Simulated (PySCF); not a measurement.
# C2H6GeSi: electronic excitations and core binding energies

Aim: predict the electronic excitations and core binding energies of C2H6GeSi (`[SiH3]C#[C][GeH3]`).

Programs: PySCF 2.14.0, with density-fitted response routines of our own. Each step states its level of theory. These are calculated values for one molecule in the gas phase, unless marked as measured. Atoms count from 0, in the outputs and in this text.

## (1) The molecule as given

10 atoms, charge 0, multiplicity 1; geometry from: GFN2-xTB.

Bonds of the start (Å): Si0–C1 1.85, C1–C2 1.21, C2–Ge3 1.89, Si0–H4 1.46, Si0–H5 1.46, Si0–H6 1.46, Ge3–H7 1.49, Ge3–H8 1.49, Ge3–H9 1.49.

## (2) TDDFT and polarisability: wB97X-D/def2-SVPD

The job: settings as JSON, then the geometry in Å.

```
{"job": {"kind": "uv", "xc": "wB97X-D", "basis": "def2-SVPD", "nstates": 8, "ntriplets": 3}, "charge": 0, "multiplicity": 1}
Si     2.474682    -0.184496     0.151922
C      0.633528    -0.040773     0.022299
C     -0.572512     0.048523    -0.050848
Ge    -2.456180     0.184464    -0.156115
H      2.795390    -1.582285     0.450655
H      2.920420     0.698160     1.232764
H      3.058691     0.222806    -1.128143
H     -3.040789    -0.069672     1.192776
H     -2.831397     1.554218    -0.613393
H     -2.972949    -0.826291    -1.124445
```

With the program's defaults for keys left out, this is: TDDFT wB97X-D/def2-SVPD, vertical, gas phase, core orbitals frozen in the response.

**Question.** This job is followed by: delta-SCF UKS SCAN, pcX-2 on the ionised atom, pcseg-1 elsewhere, spin-free X2C. What will the session give for the following? lowest singlet (wB97X-D/def2-SVPD); brightest single state of those computed; lowest triplet; Si1s binding energies, SCAN/pcX-2; Si2p binding energies, SCAN/pcX-2; C1s binding energies, SCAN/pcX-2 (standing for 1 of 2 atoms).

**Answer**, as computed:

| quantity | value |
| --- | --- |
| lowest singlet (wB97X-D/def2-SVPD) | 5.79 eV (214 nm), f = 0.000 |
| brightest single state of those computed | state 6, 8.10 eV, f = 1.490 |
| lowest triplet | 4.86 eV |
| Si1s binding energies, SCAN/pcX-2 | Si0 1846.91 eV |
| Si2p binding energies, SCAN/pcX-2 | Si0 107.33 eV |
| C1s binding energies, SCAN/pcX-2 (standing for 1 of 2 atoms) | C1 289.73 eV |

In words: The lowest singlet, at 5.79 eV, is HOMO→LUMO 0.46, HOMO−1→LUMO+1 0.45 and is dark; of the 8 states computed, the strongest absorption comes from state 6 at 8.10 eV. The lowest triplet lies 0.94 eV below the lowest singlet (triplets in Tamm-Dancoff, singlets in full TDDFT).
